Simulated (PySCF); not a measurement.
# C₉H₁₀O₂Se: NMR shieldings

Aim: compute the NMR shieldings of C₉H₁₀O₂Se (`COC(=O)c1ccc([Se]C)cc1`).

Programs: PySCF 2.14.0, with routines of our own; each step states its level. All values are computed. Atoms count from 0.

## 1. The starting structure

22 atoms, charge 0, multiplicity 1; geometry from: GFN2-xTB.

## 2. NMR shieldings: PBE0/pcSseg-1 Se:us-x2c-TZVPall-2c, spin–orbit

The job: settings as JSON, then the geometry in Å.

```
{"job": {"kind": "hnmr", "xc": "PBE0", "basis": {"default": "pcSseg-1", "Se": "us-x2c-TZVPall-2c"}, "rel": "so"}, "charge": 0, "multiplicity": 1}
C     -4.527865     0.002437     0.119337
O     -3.176566    -0.017675    -0.311657
C     -2.253646    -0.012396     0.665144
O     -2.540243     0.006193     1.838430
C     -0.870477    -0.030687     0.143550
C     -0.590129    -0.047230    -1.222773
C      0.716918    -0.044329    -1.656024
C      1.765321    -0.024760    -0.736148
Se     3.535274    -0.006162    -1.449944
C      4.613657     0.253423     0.156206
C      1.490501    -0.022078     0.626032
C      0.180410    -0.022912     1.058175
H     -4.718018    -0.821822     0.809905
H     -4.749212     0.942511     0.629319
H     -5.135513    -0.097961    -0.776366
H     -1.401250    -0.058780    -1.933528
H      0.944793    -0.051197    -2.713515
H      4.299010     1.163168     0.662086
H      4.528279    -0.611882     0.809247
H      5.641672     0.356295    -0.182297
H      2.289235    -0.019368     1.351339
H     -0.052561    -0.017755     2.112632
```

Level: PBE0/pcSseg-1 Se:us-x2c-TZVPall-2c GIAO NMR shielding, X2C with spin-orbit coupling, screened-nuclear two-electron part, Gaussian nuclei, gas phase.

Command:

```console
> OMP_NUM_THREADS=1 python heavy_run.py task.json out
```

This one command runs all jobs of the session in turn.

The log of the run:

```text
spin-free SCF
coarse grid: 89032 points
cycle   1  E = -2928.5051691836  dE =  2.050e+00  |g| = 9.247e-01  |ddm| = 4.748e+00
cycle   2  E = -2928.1865289635  dE =  3.186e-01  |g| = 1.599e+00  |ddm| = 2.450e+00
cycle   3  E = -2928.6467368103  dE = -4.602e-01  |g| = 2.938e-01  |ddm| = 1.842e+00
cycle   4  E = -2928.6619644727  dE = -1.523e-02  |g| = 1.032e-01  |ddm| = 3.231e-01
cycle   5  E = -2928.6637635904  dE = -1.799e-03  |g| = 2.359e-02  |ddm| = 8.552e-02
cycle   6  E = -2928.6638792830  dE = -1.157e-04  |g| = 8.369e-03  |ddm| = 3.362e-02
cycle   7  E = -2928.6638963882  dE = -1.711e-05  |g| = 2.619e-03  |ddm| = 1.075e-02
cycle   8  E = -2928.6638978737  dE = -1.486e-06  |g| = 7.787e-04  |ddm| = 2.875e-03
final grid: 190088 points
cycle   9  E = -2928.6637769594  dE =  2.969e-07  |g| = 1.429e-03  |ddm| = 3.825e-03
cycle  10  E = -2928.6637753845  dE =  1.575e-06  |g| = 2.898e-03  |ddm| = 4.353e-03
cycle  11  E = -2928.6637774714  dE = -2.087e-06  |g| = 2.146e-04  |ddm| = 2.909e-03
cycle  12  E = -2928.6637774811  dE = -9.694e-09  |g| = 4.365e-05  |ddm| = 2.172e-04
converged SCF energy = -2928.6637774811
two-component SCF
cycle   1  E = -2928.6094470808  dE = -2.929e+03  |FDS-SDF| = 8.050e+00
cycle   2  E = -2928.7261345699  dE = -1.167e-01  |FDS-SDF| = 8.546e-02
cycle   3  E = -2928.7262376545  dE = -1.031e-04  |FDS-SDF| = 2.956e-03
cycle   4  E = -2928.7262456548  dE = -8.000e-06  |FDS-SDF| = 1.216e-03
cycle   5  E = -2928.7262467789  dE = -1.124e-06  |FDS-SDF| = 8.300e-04
cycle   6  E = -2928.7262471042  dE = -3.253e-07  |FDS-SDF| = 2.507e-04
cycle   7  E = -2928.7262471245  dE = -2.025e-08  |FDS-SDF| = 1.420e-04
cycle   8  E = -2928.7262471297  dE = -5.255e-09  |FDS-SDF| = 2.881e-05
converged, E = -2928.7262471297

Field gradients (au) and densities at the nuclei (bohr^-3)
atom        Vxx        Vyy        Vzz        centre      nuclear mean
  0 C     -0.2311    -0.2438     0.4749        114.426        114.426
  1 O     -0.5026    -1.2376     1.7402        282.291        282.291
  2 C      0.0121     0.3744    -0.3865        114.544        114.544
  3 O      0.7088     0.8691    -1.5779        282.567        282.567
  4 C     -0.0231    -0.1840     0.2071        114.572        114.572
  5 C     -0.1748    -0.1959     0.3707        114.634        114.634
  6 C     -0.1031    -0.1547     0.2579        114.601        114.601
  7 C      0.0593     0.2554    -0.3147        114.608        114.608
  8 Se     1.2724     4.8474    -6.1198      35311.477      35287.631
  9 C     -0.1241    -0.1466     0.2707        114.461        114.461
 10 C     -0.1076    -0.1502     0.2578        114.596        114.596
 11 C     -0.1839    -0.2013     0.3852        114.639        114.638
 12 H     -0.1322    -0.1627     0.2949          0.386          0.386
 13 H     -0.1333    -0.1625     0.2958          0.387          0.387
 14 H     -0.1416    -0.1653     0.3068          0.391          0.391
 15 H     -0.1555    -0.1688     0.3243          0.387          0.387
 16 H     -0.1468    -0.1743     0.3211          0.389          0.389
 17 H     -0.1549    -0.1563     0.3112          0.382          0.382
 18 H     -0.1550    -0.1565     0.3115          0.383          0.383
 19 H     -0.1528    -0.1610     0.3137          0.380          0.380
 20 H     -0.1510    -0.1769     0.3279          0.391          0.391
 21 H     -0.1546    -0.1656     0.3201          0.386          0.386
without picture change
  8 Se                          -6.3162                     53191.041

Core orbital energies (eV)
atom   shell        mean    spread
  8 Se 1s       -12552.419   0.000
  8 Se 2s        -1628.471   0.000
  8 Se 3s         -222.192   0.000
  8 Se 4s          -20.705   0.000
  8 Se 2p1/2     -1459.189   0.000
  8 Se 2p3/2     -1417.641   0.057
  8 Se 3p1/2      -163.905   0.000
  8 Se 3p3/2      -157.948   0.189
  8 Se 3d3/2       -57.485   0.230
  8 Se 3d5/2       -56.606   0.297

Shielding tensors (ppm)
atom      isotropic    diamagn.    paramagn.     s11        s22        s33       span
  0 C       133.36      238.34     -104.99     104.10     117.77     178.20      74.10
  1 O       159.85      403.01     -243.17     -23.23     249.84     252.92     276.15
  2 C        14.39      251.70     -237.31     -79.97      53.25      69.90     149.87
  3 O       -73.86      404.42     -478.28    -336.73    -218.37     333.52     670.26
  4 C        56.23      260.70     -204.47     -32.58      40.40     160.88     193.46
  5 C        52.00      250.37     -198.37     -49.33      28.92     176.41     225.75
  6 C        55.48      253.86     -198.39     -49.78      50.55     165.66     215.43
  7 C        36.01      254.55     -218.54     -53.75       5.28     156.49     210.24
  8 Se     1803.99     2879.05    -1075.06    1397.39    1714.69    2299.89     902.50
  9 C       178.83      248.35      -69.52     160.55     185.22     190.72      30.16
 10 C        57.90      254.71     -196.81     -50.48      48.90     175.27     225.75
 11 C        48.79      251.05     -202.26     -59.86      28.24     178.00     237.86
 12 H        27.38       25.75        1.63      23.51      25.31      33.31       9.80
 13 H        27.68       25.80        1.88      23.77      25.26      33.99      10.22
 14 H        27.80       25.92        1.88      23.63      26.42      33.35       9.72
 15 H        23.53       33.72      -10.20      18.60      23.29      28.69      10.09
 16 H        24.12       32.24       -8.12      18.99      23.01      30.37      11.38
 17 H        29.14       30.34       -1.20      24.06      26.34      37.01      12.96
 18 H        28.99       29.78       -0.80      23.82      26.04      37.09      13.27
 19 H        29.45       24.90        4.54      23.45      26.48      38.41      14.96
 20 H        24.38       35.20      -10.82      18.81      22.83      31.49      12.69
 21 H        23.21       33.76      -10.55      18.62      22.90      28.12       9.50
```

Run time: 8.3 min. Hardware: 1 thread of Arm Neoverse V2, shared host; peak memory 2.2 GiB.

In short:

```
                       quantity       value
energy from spin-orbit coupling  -0.0625 Eh
```

## 3. NMR shieldings: PBE0/pcSseg-1 Se:us-x2c-TZVPall-2c, spin-free

The job, as its differences from that of step 2:

```diff
@@ -1,2 +1,2 @@
-{"job": {"kind": "hnmr", "xc": "PBE0", "basis": {"default": "pcSseg-1", "Se": "us-x2c-TZVPall-2c"}, "rel": "so"}, "charge": 0, "multiplicity": 1}
+{"job": {"kind": "hnmr", "xc": "PBE0", "basis": {"default": "pcSseg-1", "Se": "us-x2c-TZVPall-2c"}, "rel": "sf"}, "charge": 0, "multiplicity": 1}
 C     -4.527865     0.002437     0.119337
```

Level: PBE0/pcSseg-1 Se:us-x2c-TZVPall-2c GIAO NMR shielding, spin-free X2C, Gaussian nuclei, gas phase.

The log of the run:

```text
spin-free SCF
coarse grid: 89032 points
cycle   1  E = -2928.5051691836  dE =  2.050e+00  |g| = 9.247e-01  |ddm| = 4.748e+00
cycle   2  E = -2928.1865289635  dE =  3.186e-01  |g| = 1.599e+00  |ddm| = 2.450e+00
cycle   3  E = -2928.6467368103  dE = -4.602e-01  |g| = 2.938e-01  |ddm| = 1.842e+00
cycle   4  E = -2928.6619644727  dE = -1.523e-02  |g| = 1.032e-01  |ddm| = 3.231e-01
cycle   5  E = -2928.6637635904  dE = -1.799e-03  |g| = 2.359e-02  |ddm| = 8.552e-02
cycle   6  E = -2928.6638792830  dE = -1.157e-04  |g| = 8.369e-03  |ddm| = 3.362e-02
cycle   7  E = -2928.6638963882  dE = -1.711e-05  |g| = 2.619e-03  |ddm| = 1.075e-02
cycle   8  E = -2928.6638978737  dE = -1.486e-06  |g| = 7.787e-04  |ddm| = 2.875e-03
final grid: 190088 points
cycle   9  E = -2928.6637769594  dE =  2.969e-07  |g| = 1.429e-03  |ddm| = 3.825e-03
cycle  10  E = -2928.6637753845  dE =  1.575e-06  |g| = 2.898e-03  |ddm| = 4.353e-03
cycle  11  E = -2928.6637774714  dE = -2.087e-06  |g| = 2.146e-04  |ddm| = 2.909e-03
cycle  12  E = -2928.6637774811  dE = -9.694e-09  |g| = 4.365e-05  |ddm| = 2.172e-04
converged SCF energy = -2928.6637774811
check of the scalar solution
cycle   1  E = -2928.6637774811  dE = -2.929e+03  |FDS-SDF| = 4.365e-05
cycle   2  E = -2928.6637774807  dE =  3.711e-10  |FDS-SDF| = 6.262e-05
converged, E = -2928.6637774807

Field gradients (au) and densities at the nuclei (bohr^-3)
atom        Vxx        Vyy        Vzz        centre      nuclear mean
  0 C     -0.2311    -0.2437     0.4749        114.426        114.426
  1 O     -0.5026    -1.2376     1.7402        282.291        282.291
  2 C      0.0120     0.3744    -0.3865        114.544        114.544
  3 O      0.7088     0.8691    -1.5779        282.567        282.567
  4 C     -0.0231    -0.1840     0.2071        114.572        114.572
  5 C     -0.1748    -0.1959     0.3707        114.634        114.634
  6 C     -0.1031    -0.1547     0.2578        114.601        114.601
  7 C      0.0596     0.2552    -0.3148        114.608        114.608
  8 Se     1.2715     4.8496    -6.1211      35309.277      35285.431
  9 C     -0.1243    -0.1468     0.2710        114.461        114.460
 10 C     -0.1075    -0.1502     0.2577        114.596        114.596
 11 C     -0.1839    -0.2013     0.3852        114.639        114.638
 12 H     -0.1322    -0.1627     0.2949          0.386          0.386
 13 H     -0.1333    -0.1625     0.2958          0.387          0.387
 14 H     -0.1416    -0.1653     0.3068          0.391          0.391
 15 H     -0.1555    -0.1688     0.3243          0.387          0.387
 16 H     -0.1468    -0.1743     0.3211          0.389          0.389
 17 H     -0.1549    -0.1563     0.3112          0.382          0.382
 18 H     -0.1550    -0.1565     0.3115          0.383          0.383
 19 H     -0.1527    -0.1610     0.3137          0.380          0.380
 20 H     -0.1510    -0.1769     0.3279          0.391          0.391
 21 H     -0.1546    -0.1656     0.3201          0.386          0.386
without picture change
  8 Se                          -6.3175                     53191.478

Core orbital energies (eV)
atom   shell        mean    spread
  8 Se 1s       -12552.592   0.000
  8 Se 2s        -1628.504   0.000
  8 Se 3s         -222.200   0.000
  8 Se 4s          -20.707   0.000
  8 Se 2p        -1431.283   0.096
  8 Se 3p         -159.904   0.316
  8 Se 3d          -56.962   0.321

Shielding tensors (ppm)
atom      isotropic    diamagn.    paramagn.     s11        s22        s33       span
  0 C       132.72      238.04     -105.31     103.31     117.15     177.70      74.39
  1 O       158.82      402.77     -243.95     -23.94     248.34     252.06     276.00
  2 C        13.51      251.52     -238.01     -80.69      52.23      68.99     149.69
  3 O       -75.57      403.93     -479.50    -338.37    -221.51     333.16     671.54
  4 C        56.17      260.57     -204.40     -32.62      40.53     160.61     193.23
  5 C        51.97      250.22     -198.26     -48.94      28.73     176.12     225.06
  6 C        55.41      253.61     -198.19     -48.86      50.00     165.10     213.96
  7 C        25.77      254.64     -228.87     -55.18     -15.74     148.23     203.41
  8 Se     1534.04     3015.23    -1481.19    1171.91    1376.06    2054.14     882.23
  9 C       170.63      248.38      -77.75     157.35     169.58     184.96      27.61
 10 C        57.79      254.48     -196.69     -50.17      48.36     175.17     225.35
 11 C        48.79      250.90     -202.11     -59.48      27.94     177.92     237.40
 12 H        27.37       25.75        1.61      23.50      25.29      33.30       9.80
 13 H        27.66       25.80        1.86      23.76      25.25      33.98      10.23
 14 H        27.79       25.92        1.87      23.61      26.43      33.35       9.74
 15 H        23.51       33.73      -10.21      18.55      23.24      28.75      10.20
 16 H        24.21       32.25       -8.04      19.03      23.07      30.53      11.50
 17 H        29.24       30.34       -1.09      24.17      26.48      37.07      12.89
 18 H        29.06       29.78       -0.72      23.89      26.14      37.16      13.27
 19 H        29.61       24.93        4.68      23.70      26.67      38.45      14.76
 20 H        24.42       35.19      -10.78      18.88      22.82      31.55      12.67
 21 H        23.20       33.76      -10.57      18.60      22.85      28.15       9.55
```

Wall time 2.6 min (1 thread of Arm Neoverse V2, shared host); peak memory 1.8 GiB.

## 4. Shieldings side by side

```
                                                   run     Se8    C7     C9     O3     O1    C2     C0     time
step 2, PBE0/pcSseg-1 Se:us-x2c-TZVPall-2c, spin–orbit  1804.0  36.0  178.8  -73.9  159.8  14.4  133.4  8.3 min
 step 3, PBE0/pcSseg-1 Se:us-x2c-TZVPall-2c, spin-free  1534.0  25.8  170.6  -75.6  158.8  13.5  132.7  2.6 min
```

## 5. Outcome

```
                                                                                quantity                                                                                                                    value
energy from spin-orbit coupling (step 2, PBE0/pcSseg-1 Se:us-x2c-TZVPall-2c, spin–orbit)                                                                                                               -0.0625 Eh
                     shieldings (step 2, PBE0/pcSseg-1 Se:us-x2c-TZVPall-2c, spin–orbit)  C0 133.4, O1 159.8, C2 14.4, O3 -73.9, C4 56.2, C5 52.0, C6 55.5, C7 36.0, Se8 1804.0, C9 178.8, C10 57.9, C11 48.8 ppm
                      shieldings (step 3, PBE0/pcSseg-1 Se:us-x2c-TZVPall-2c, spin-free)  C0 132.7, O1 158.8, C2 13.5, O3 -75.6, C4 56.2, C5 52.0, C6 55.4, C7 25.8, Se8 1534.0, C9 170.6, C10 57.8, C11 48.8 ppm
```

In words: In step 2, Se8 has the widest tensor, 902 ppm. Se8 moves most between the runs, by 270 ppm; the labels say what changes from run to run.
